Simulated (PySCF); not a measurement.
# CeH10O5 (Ce(H2O)53+): the cost of one run

The runs use PySCF 2.14.0; TPSS, Ce lcecp-1-SVP with ECP47, O def2-SVP, H def2-SVP; scalar-relativistic core potentials, no spin–orbit coupling.

4 further runs of the same task are left out: 2 for a known fault of the program, 1 that didn't finish, 1 set aside as unsound or not needed.

## 1. The system as given

16 atoms, charge 3, spin multiplicity 1.

Bond lengths: Ce1–O2 2.547 Å, Ce1–O5 2.547 Å, Ce1–O8 2.547 Å, Ce1–O11 2.547 Å, Ce1–O14 2.548 Å, O2–H3 0.970 Å, O2–H4 0.970 Å, O5–H6 0.970 Å, O5–H7 0.970 Å, O8–H9 0.970 Å, O8–H10 0.970 Å, O11–H12 0.970 Å, O11–H13 0.970 Å, O14–H15 0.970 Å, O14–H16 0.970 Å. Angles: O2–Ce1–O5 180.0°, O2–Ce1–O8 90.0°, O2–Ce1–O11 90.0°, O2–Ce1–O14 90.0°, O5–Ce1–O8 90.0°, O5–Ce1–O11 90.0°, O5–Ce1–O14 90.0°, O8–Ce1–O11 120.0°, O8–Ce1–O14 120.0°, O11–Ce1–O14 120.0°, Ce1–O2–H3 127.5°, Ce1–O2–H4 127.5°, H3–O2–H4 105.1°, Ce1–O5–H6 127.5°, Ce1–O5–H7 127.5°, H6–O5–H7 105.1°, Ce1–O8–H9 127.5°, Ce1–O8–H10 127.5° and more.

Coordinates:

```xyz
16
CeH10O5
Ce    0.0000    0.0000    0.0000
O     0.0000    0.0000    2.5475
H     0.0000    0.7700    3.1375
H     0.0000   -0.7700    3.1375
O     0.0000    0.0000   -2.5475
H     0.0000   -0.7700   -3.1375
H     0.0000    0.7700   -3.1375
O     2.5475    0.0000    0.0000
H     3.1375   -0.7700    0.0000
H     3.1375    0.7700    0.0000
O    -1.2737    2.2062    0.0000
H    -0.9019    3.1022    0.0000
H    -2.2356    2.3322    0.0000
O    -1.2738   -2.2062    0.0000
H    -2.2356   -2.3322    0.0000
H    -0.9019   -3.1022    0.0000
```

Formal oxidation states: Ce +3. Each metal's 1 4f electrons lie in its core potential, so multiplicities, spins and levels count the valence alone.

## 2. SCF at the start, singlet

run.py (the lines that set the calculation)

```python
mol = gto.M(atom='''
Ce     0.00000     0.00000     0.00000
O      0.00000     0.00000     2.54750
H      0.00000     0.77000     3.13750
H      0.00000    -0.77000     3.13750
O      0.00000     0.00000    -2.54750
H      0.00000    -0.77000    -3.13750
H      0.00000     0.77000    -3.13750
O      2.54750     0.00000     0.00000
H      3.13750    -0.77000     0.00000
H      3.13750     0.77000     0.00000
O     -1.27370     2.20620     0.00000
H     -0.90190     3.10220     0.00000
H     -2.23560     2.33220     0.00000
O     -1.27380    -2.20620     0.00000
H     -2.23560    -2.33220     0.00000
H     -0.90190    -3.10220     0.00000''',
    basis={'Ce': 'lcecp-1-SVP', 'O': 'def2-SVP', 'H': 'def2-SVP'},
    ecp={'Ce': 'lcecp-1-SVP'},
    charge=3, spin=0)
mf = dft.RKS(mol, xc='TPSS')
mf.grids.atom_grid = (50, 194)  # f atoms: unpruned, at least (60, 302)
mf = mf.density_fit()  # fitting sets: Ce AutoAux, O def2-universal-JKFIT, H def2-universal-JKFIT
mf.conv_tol = 1e-08; mf.max_cycle = 55
mf.kernel(dm0)  # dm0: free metal ions and neutral atoms
```

Run with:

```bash
> OMP_NUM_THREADS=4 python run.py
```

**Question.** How long does this run take on 4 threads of Arm Neoverse V1, shared host, and how much memory does it need?

About 14 s, with a peak of 1.1 GiB.
